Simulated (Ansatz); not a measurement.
I need a rigid torsion scan of F3H3InN, SMILES [NH3+][In-]([F])([F])[F]. Use Ansatz 0.2.0, Python API. Settings (for the species named): PBE0, def2-SVP basis, multiplicity 1, D3BJ dispersion.

```xyz
8

N    -0.7312   -0.4051    0.8004
In    0.6126    0.2771   -0.6445
F     2.1534   -0.9027   -0.6161
F    -0.1306    0.2309   -2.4335
F     1.1743    2.1152   -0.2552
H    -0.3529   -0.3163    1.7400
H    -1.5908    0.2651    0.7783
H    -1.0428   -1.3213    0.5747
```

Script `run_torsion.py`:
```python
# -*- coding: utf-8 -*-
"""Energy of F3H3InN as one group turns about a bond."""

import ansatz as az
from ase import Atoms


def main():
    atoms = Atoms(["N", "In", "F", "F", "F", "H", "H", "H"], positions=[
        (-0.7312, -0.4051, 0.8004),
        (0.6126, 0.2771, -0.6445),
        (2.1534, -0.9027, -0.6161),
        (-0.1306, 0.2309, -2.4335),
        (1.1743, 2.1152, -0.2552),
        (-0.3529, -0.3163, 1.74),
        (-1.5908, 0.2651, 0.7783),
        (-1.0428, -1.3213, 0.5747),
    ])

    # start the scan from a relaxed geometry
    first = (
        az.Crystal.molecule_from_ase(atoms).calculation()
        .basis(gaussian="def2-SVP")
        .functional("PBE0", dispersion="d3bj")
        .relax(force_tolerance=0.02, max_steps=80)
    )
    atoms.positions = first.run(threads=1).report["positions_ang"]

    start = atoms.get_dihedral(2, 1, 0, 5)
    energies = {}
    for turn in range(0, 121, 20):
        turned = atoms.copy()
        turned.set_dihedral(2, 1, 0, 5, start + turn, indices=[0, 5, 6, 7])
        job = (
            az.Crystal.molecule_from_ase(turned).calculation()
            .basis(gaussian="def2-SVP")
            .functional("PBE0", dispersion="d3bj")
        )
        energies[round((start + turn) % 360)] = job.run(threads=1).report["free_energy_ev"]
    floor = min(energies.values())
    print("dihedral F2-In1-N0-H5 (deg)   E - E(min) (eV)")
    for angle, e in sorted(energies.items()):
        print(f"{angle:8d} {(e - floor):14.3f}  " + "#" * int(30 * (e - floor) / max(max(energies.values()) - floor, 1e-9)))


if __name__ == "__main__":
    main()
```

```console
$ python run_torsion.py
dihedral F2-In1-N0-H5 (deg)   E - E(min) (eV)
     107          0.003  ##
     127          0.000
     147          0.018  #############
     167          0.040  ###########################
     187          0.043  ##############################
     207          0.025  #################
     227          0.003  ##
```

The scan is rigid and the energies are electronic, in a modest basis. With rigid groups the curve can differ much from the relaxed path, the start wasn't checked as a minimum of this torsion, and equivalent turns needn't return to the same energy. def2 sets replace the cores of elements past krypton by effective core potentials. Hardware and time: 2.1 min on 1 thread of Arm Neoverse V1, on a shared host, peak memory 0.29 GiB.
